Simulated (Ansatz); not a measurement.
# Si₃H₈O₃: a ladder of functionals and wavefunction methods

One table from this session's results is given with a row withheld; the runs are named, their logs left out.

Program: Ansatz 0.2.0, Gaussian basis. Level of theory: functionals in def2-TZVPP, the program's frozen cores in correlated methods. These are calculated values, not measurements.

The runs, in order: PBE-D4, r2SCAN-D4, PBE0-D4, B3LYP-D4, ωB97X-V, ωB97M-V, B2PLYP; CCSD(T)/def2-TZVPP; MP2/def2-QZVPP; extrapolation to the limit.

**The relaxed structure**

The geometry comes from an earlier relaxation with PBE0-D4 in a triple-zeta def2 set; it is a stationary point, not always the lowest conformer.

SMILES `O[Si](O)([SiH3])O[SiH3]`, 14 atoms, charge 0, spin multiplicity 1.

Atoms are counted from 1 here; the program's logs count them from 0.

Bond lengths: O1–Si2 1.640 Å, O1–H7 0.958 Å, Si2–O3 1.633 Å, Si2–Si4 2.336 Å, Si2–O5 1.636 Å, O3–H8 0.960 Å, Si4–H9 1.489 Å, Si4–H10 1.488 Å, Si4–H11 1.486 Å, O5–Si6 1.639 Å, Si6–H12 1.486 Å, Si6–H13 1.485 Å, Si6–H14 1.483 Å. Angles: Si2–O1–H7 117.0°, O1–Si2–O3 107.3°, O1–Si2–Si4 113.8°, O1–Si2–O5 106.8°, O3–Si2–Si4 106.8°, O3–Si2–O5 112.5°, Si4–Si2–O5 109.7°, Si2–O3–H8 117.6°, Si2–Si4–H9 109.4°, Si2–Si4–H10 110.6°, Si2–Si4–H11 110.9°, H9–Si4–H10 108.2°, H9–Si4–H11 108.7°, H10–Si4–H11 109.0°, Si2–O5–Si6 145.1°, O5–Si6–H12 110.3°, O5–Si6–H13 110.2°, O5–Si6–H14 108.0° and more.

The first run:

Contents of in.yaml:

```yaml
crystal:
  periodic: [false, false, false]
  atoms:
    - {symbol: O, position_ang: [2.143430, 0.340132, 1.060891]}
    - {symbol: Si, position_ang: [0.921953, -0.089391, 0.053791]}
    - {symbol: O, position_ang: [1.433963, -1.376580, -0.810895]}
    - {symbol: Si, position_ang: [0.341122, 1.570326, -1.483887]}
    - {symbol: O, position_ang: [-0.366354, -0.443106, 0.997396]}
    - {symbol: Si, position_ang: [-1.900493, -1.018464, 1.016087]}
    - {symbol: H, position_ang: [1.898590, 0.758911, 1.887513]}
    - {symbol: H, position_ang: [2.009304, -2.006763, -0.371558]}
    - {symbol: H, position_ang: [-0.137578, 2.776448, -0.752966]}
    - {symbol: H, position_ang: [-0.755884, 1.099687, -2.372154]}
    - {symbol: H, position_ang: [1.509821, 1.953031, -2.318859]}
    - {symbol: H, position_ang: [-2.687287, -0.423846, -0.096071]}
    - {symbol: H, position_ang: [-1.895972, -2.496877, 0.877465]}
    - {symbol: H, position_ang: [-2.514595, -0.643508, 2.313259]}
basis:
  gaussian: {orbitals: def2-TZVPP}
hamiltonian: {xc: pbe, dispersion: d4}
output: {forces: true, orbitals: {seedname: orbitals}}
```

Command:

```console
ansatz run in.yaml --threads 2 --pin off --events-out ev --progress --plain --max-ram 20480MiB --backend cuda --devices 0, --max-vram 18GiB
```

Among the steps run: PBE-D4 (GGA); r2SCAN-D4 (meta-GGA); PBE0-D4 (hybrid); B3LYP-D4 (hybrid); ωB97X-V (range-separated); ωB97M-V (range-separated); B2PLYP (double hybrid); CCSD(T) in def2-TZVPP; MP2 in def2-QZVPP.

One of the session's tables, all rows but one given; the rest of the session is left out.

```
            method  atomisation energy (kJ/mol)
            PBE-D4                       4984.0
         r2SCAN-D4                       4997.7
           PBE0-D4                       4915.6
          B3LYP-D4                       4979.8
           ωB97X-V                       5027.7
           ωB97M-V                       5008.6
            B2PLYP                       4932.5
     HF/def2-TZVPP                            ?
    MP2/def2-TZVPP                       4949.6
   CCSD/def2-TZVPP                       4816.7
CCSD(T)/def2-TZVPP                       4878.0
           MP2/CBS                       5101.8
       CCSD(T)/CBS                       5030.2
```

**Question.** Estimate the row for HF/def2-TZVPP.

As computed: atomisation energy (kJ/mol): 3669.2. In the column «atomisation energy (kJ/mol)» it is the lowest.

Caveats from the session: Free atoms (3 O, 3 Si, 8 H) were run apart at each level; the atomisation energy is their sum less the molecule, without zero-point or spin-orbit terms.
